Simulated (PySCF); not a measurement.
# C₃H₈AsBO: spin-spin couplings

What spin-spin couplings should C₃H₈AsBO (`CO/C=C\B[AsH2]`) show?

Programs: PySCF 2.14.0, with density-fitted response routines of our own. Each step states its level of theory. These are calculated values for one molecule in the gas phase, unless marked as measured. Atoms are numbered from 0 throughout.

### 1 Starting geometry

14 atoms, charge 0, multiplicity 1; geometry from: GFN2-xTB.

Bonds of the start (Å): C0–O1 1.41, O1–C2 1.34, C2–C3 1.35, C3–B4 1.53, B4–As5 2.00, C0–H6 1.09, C0–H7 1.10, C0–H8 1.09, C2–H9 1.09, C3–H10 1.09, B4–H11 1.17, As5–H12 1.50, As5–H13 1.50.

### 2 J couplings: B3LYP/pcSseg-1+pcJ-1

Job settings and geometry (Å):

```
{"job": {"kind": "j", "xc": "B3LYP", "basis": "pcJ-1"}, "charge": 0, "multiplicity": 1}
C     -2.772258     0.060809    -0.257613
O     -1.368597    -0.018321    -0.335842
C     -0.669094     0.807156     0.460619
C      0.670026     0.924205     0.406572
B      1.589228     0.190781    -0.573423
As     3.578324     0.356998    -0.427486
H     -3.162640    -0.814832    -0.773447
H     -3.141138     0.965613    -0.753109
H     -3.119210     0.056794     0.780929
H     -1.262787     1.364510     1.186561
H      1.088179     1.596968     1.149701
H      1.111317    -0.402155    -1.467509
H      3.832461    -1.121800    -0.494059
H      3.625512     0.312824     1.075937
```

With the program's defaults for keys left out, this is: B3LYP/pcJ-1 As:pcSseg-1 indirect spin-spin coupling, non-relativistic, gas phase.

Command:

```console
$ OMP_NUM_THREADS=1 python probes_run.py task.json out
```

The driver reads the jobs from task.json and runs them one after another.

What will the session give for the following? largest coupling of the table (B3LYP/pcSseg-1+pcJ-1). Wanted: largest coupling of the table.

As calculated:

```
                                            quantity                    value
largest coupling of the table (B3LYP/pcSseg-1+pcJ-1)  1J(C,H) C2–H9, 176.5 Hz
```

What this shows: In the run at B3LYP/pcSseg-1+pcJ-1, the largest coupling of the table is C2–H9, 176.5 Hz, of which the Fermi-contact term gives 175.9 Hz. Couplings across rotatable bonds belong to this one conformer; where others are populated, the observed values are averages. Spin-orbit coupling is left out, which matters for shieldings and couplings at and beside the heavy atoms.
